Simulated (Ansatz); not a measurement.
# Mo (bcc type): the cost of one run

Program: Ansatz 0.2.0. Level of theory: DFT PBEsol, with the methods named in each step. These are calculated values, not measurements.

### 1 Starting point

Symmetry: Im-3m, No. 229, cubic system. Conventional cell: a = 3.130 Å, b = 3.130 Å, c = 3.130 Å, α = 90.00°, β = 90.00°, γ = 90.00°. Mo (site symmetry m-3m) has 8 Mo at 2.71 Å as nearest neighbours.

As a file:

```
Mo
1.0
     3.12952    0.00000    0.00000
     0.00000    3.12952    0.00000
     0.00000    0.00000    3.12952
Mo
2
Direct
  0.00000 0.00000 0.00000
  0.50000 0.50000 0.50000
```

Atoms are numbered in the order of the input: Mo1, Mo2.

### 2 Bulk in the slab's orientation, LAPW

Input file input.yaml:

```yaml
crystal:
  lattice:
    - [3.1295163184, 0.0, 0.0]
    - [0.0, 3.1295163184, 0.0]
    - [0.0, 0.0, 3.1295163184]
  atoms:
    - { symbol: Mo, position: [0.0, 0.0, 0.0] }
    - { symbol: Mo, position: [0.5, 0.5, 0.5] }
kpoints:
  mp_grid: { grid: [12, 12, 12] }
scf:
  occupations: { method: fermi_dirac, width: 0.1 }
hamiltonian:
  xc: pbesol
  pseudopotentials: { kind: all_electron, lapw: { basis_error: 0.001 } }
output:
  forces: true
  stress: true
  eigenvalues: true
```

Launch:

```console
> ansatz run input.yaml --threads 2 --pin off --max-ram 4096MiB --backend cpu --events-out ev --progress --plain --runs-dir out
```

**Question.** How long does this run take on 2 threads of Intel Xeon 6975P-C (Granite Rapids), shared host, and how much memory does it need?

About 6.1 s, with a peak of 0.42 GiB.
